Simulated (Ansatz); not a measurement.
# Hg3P2: the cost of one run

Program: Ansatz 0.2.0. Level of theory: DFT PBE, scalar-relativistic, plane waves, PAW. These are calculated values, not measurements.

### 1 The structure to begin with

It takes space group P6/mmm (No. 191, hexagonal). Conventional cell: a = 6.019 Å, b = 6.019 Å, c = 4.648 Å, α = 90.00°, β = 90.00°, γ = 120.00°. Hg (site symmetry mmm) has 2 P at 1.74 Å as nearest neighbours. P (site symmetry -6m2) is surrounded by 3 Hg at 1.74 Å.

Structure file:

```cif
data_structure
_symmetry_space_group_name_H-M 'P 1'
_symmetry_Int_Tables_number 1
_cell_length_a 6.0189
_cell_length_b 6.0189
_cell_length_c 4.6481
_cell_angle_alpha 90.000
_cell_angle_beta 90.000
_cell_angle_gamma 120.000
_cell_volume 145.83
loop_
_atom_site_label
_atom_site_type_symbol
_atom_site_fract_x
_atom_site_fract_y
_atom_site_fract_z
_atom_site_occupancy
Hg1 Hg 0.50000 0.00000 0.00000 1
Hg2 Hg 0.00000 0.50000 0.00000 1
Hg3 Hg 0.50000 0.50000 0.00000 1
P1 P 0.33333 0.66667 0.00000 1
P2 P 0.66667 0.33333 0.00000 1
```

Recipe of the guess: random cell by space group and Wyckoff sites (P6/mmm, No. 191). Lengths come from tabulated atomic sizes and are only a guess.

### 2 Probe: one point on a coarse mesh

File input.yaml:

```yaml
crystal:
  lattice:
    - [6.01888878, 0.0, 0.0]
    - [-3.00944439, 5.21251059, 0.0]
    - [0.0, 0.0, 4.64809947]
  atoms:
    - { symbol: Hg, position: [0.5, 0.0, 0.0] }
    - { symbol: Hg, position: [0.0, 0.5, 0.0] }
    - { symbol: Hg, position: [0.5, 0.5, 0.0] }
    - { symbol: P, position: [0.33333333, 0.66666667, 0.0] }
    - { symbol: P, position: [0.66666667, 0.33333333, 0.0] }
basis:
  ecutwfc: 420
kpoints:
  mp_grid: { grid: [3, 3, 4] }
hamiltonian:
  xc: pbe
scf:
  occupations: { method: gaussian, width: 0.1 }
  lower_state_search: "off"
output:
  forces: true
  stress: true
  eigenvalues: true
```

Command:

```sh
> ansatz run input.yaml --threads 1 --pin off --max-ram 2560MiB --backend cpu --events-out ev --progress --plain --runs-dir out
```

Q: Estimate wall time and peak memory on 1 thread of Arm Neoverse V1, shared host.

About 3.8 s, with a peak of 0.38 GiB.
